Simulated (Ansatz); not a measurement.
# TaMo4: the cost of one run

Method: DFT PBE, scalar-relativistic, plane waves, PAW, in Ansatz 0.2.0.

3 further runs of the same task are left out: 1 that didn't finish, 2 set aside as unsound or not needed.

## 1. The structure to begin with

It takes space group P-43m (No. 215, cubic). Conventional cell: a = 4.628 Å, b = 4.628 Å, c = 4.628 Å, α = 90.00°, β = 90.00°, γ = 90.00°. Ta (site symmetry -43m) is surrounded by 4 Mo at 2.48 Å. Around Mo (site symmetry 3m) lie 1 Ta at 2.48 Å and 3 Mo at 2.50 Å.

Structure file:

```
CELL_PARAMETERS angstrom
4.62835 0.00000 0.00000
0.00000 4.62835 0.00000
0.00000 0.00000 4.62835
ATOMIC_POSITIONS crystal
Ta 0.00000 0.00000 0.00000
Mo 0.30938 0.30938 0.30938
Mo 0.69062 0.69062 0.30938
Mo 0.30938 0.69062 0.69062
Mo 0.69062 0.30938 0.69062
```

It is the end of an earlier relaxation with the same method, from a database cell with other species swapped in; it needn't be the stable form of this composition. At a tolerance of 0.05 Å it has space group P-43m (No. 215); it has 19.83 Å³/atom, an uncorrected energy of +1.51 eV/atom over the elements.

## 2. Static run: bands, density of states and charges

File input.yaml:

```yaml
crystal:
  lattice:
    - [4.6283452114, 0.0, 0.0]
    - [0.0, 4.6283452114, 0.0]
    - [0.0, 0.0, 4.6283452114]
  atoms:
    - { symbol: Ta, position: [0.0, 0.0, 0.0] }
    - { symbol: Mo, position: [0.3093759566, 0.3093759566, 0.3093759566] }
    - { symbol: Mo, position: [0.6906240434, 0.6906240434, 0.3093759566] }
    - { symbol: Mo, position: [0.3093759566, 0.6906240434, 0.6906240434] }
    - { symbol: Mo, position: [0.6906240434, 0.3093759566, 0.6906240434] }
basis:
  ecutwfc: 420
kpoints:
  mp_grid: { grid: [8, 8, 8] }
  band_path:
    path:
      - [[0.0, 0.0, 0.0], [0.0, 0.5, 0.0], [0.5, 0.5, 0.0], [0.0, 0.0, 0.0], [0.5, 0.5, 0.5], [0.0, 0.5, 0.0]]
      - [[0.5, 0.5, 0.5], [0.5, 0.5, 0.0]]
    npoints: 14
hamiltonian:
  xc: pbe
scf:
  occupations: { method: gaussian, width: 0.1 }
  n_extra_bands: 12
output:
  forces: true
  stress: true
  eigenvalues: true
  populations: true
  dos: { projected: true, de: 0.02, nscf_kmesh: { grid: [10, 10, 10] } }
  bader: true
  write_density: true
  write_potential: true
  elf: true
  volumetric_format: npy
```

On the command line:

```bash
$ ansatz run input.yaml --threads 1 --pin off --max-ram 2560MiB --backend cpu --events-out ev --progress --plain --runs-dir out
```

What time and memory should one allow on 1 thread of Intel Xeon at 2.70GHz, shared host?

About 71 s, with a peak of 0.53 GiB.
